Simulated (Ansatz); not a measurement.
# H6OSn: the cost of one run

Method: RKS PBE0-D4/def2-SVP, in Ansatz 0.2.0.

### 1 The system as given

Bond lengths: Sn1–H3 1.740 Å, Sn1–H4 1.739 Å, Sn1–H5 1.739 Å, Sn1–O6 2.260 Å, O6–H7 1.010 Å. Angles: H3–Sn1–H4 109.5°, H3–Sn1–H5 109.5°, H3–Sn1–O6 178.9°, H4–Sn1–H5 109.5°, H4–Sn1–O6 70.0°, H5–Sn1–O6 70.0°, Sn1–O6–H7 109.5°.

Coordinates:

```xyz
8

Sn    0.0000    0.0000    0.0000
H     0.0000    0.0000    2.0900
H     1.6408    0.0000   -0.5794
H    -0.8195    1.4198   -0.5794
H    -0.8195   -1.4198   -0.5794
O    -2.1447    0.0000    0.7126
H    -2.6898   -0.6297    0.1413
H    -1.0640    0.0000    1.9402
```

### 2 A restrained relaxation towards end A

Springs on the bonds that form and break draw the guess towards this end; the thresholds are loose.

The input, input.yaml:

```yaml
crystal:
  periodic: [false, false, false]
  atoms:
    - { symbol: Sn, position_ang: [0.0, 0.0, 0.0] }
    - { symbol: H, position_ang: [0.0, 0.0, 2.09] }
    - { symbol: H, position_ang: [1.6408, 0.0, -0.5794] }
    - { symbol: H, position_ang: [-0.8195, 1.4198, -0.5794] }
    - { symbol: H, position_ang: [-0.8195, -1.4198, -0.5794] }
    - { symbol: O, position_ang: [-2.1447, 0.0, 0.7126] }
    - { symbol: H, position_ang: [-2.6898, -0.6297, 0.1413] }
    - { symbol: H, position_ang: [-1.064, 0.0, 1.9402] }
basis:
  gaussian: { orbitals: def2-SVP }
hamiltonian:
  xc: pbe0
  dispersion: d4
relax:
  f_tol: 0.15
  max_steps: 25
  restrain:
    - { distance: [0, 5], at: 3.16, k: 30.0 }
    - { distance: [7, 1], at: 1.86, k: 30.0 }
    - { distance: [0, 1], at: 1.74, k: 30.0 }
    - { distance: [7, 5], at: 1.01, k: 30.0 }
output:
  orbitals: {}
```

Launch:

```sh
$ ansatz run input.yaml --threads 1 --pin off --max-ram 2048MiB --backend cpu --events-out ev --progress --plain --runs-dir out
```

What time and memory should one allow on 1 thread of Arm Neoverse V2, shared host?

About 21 s, with a peak of 0.13 GiB.
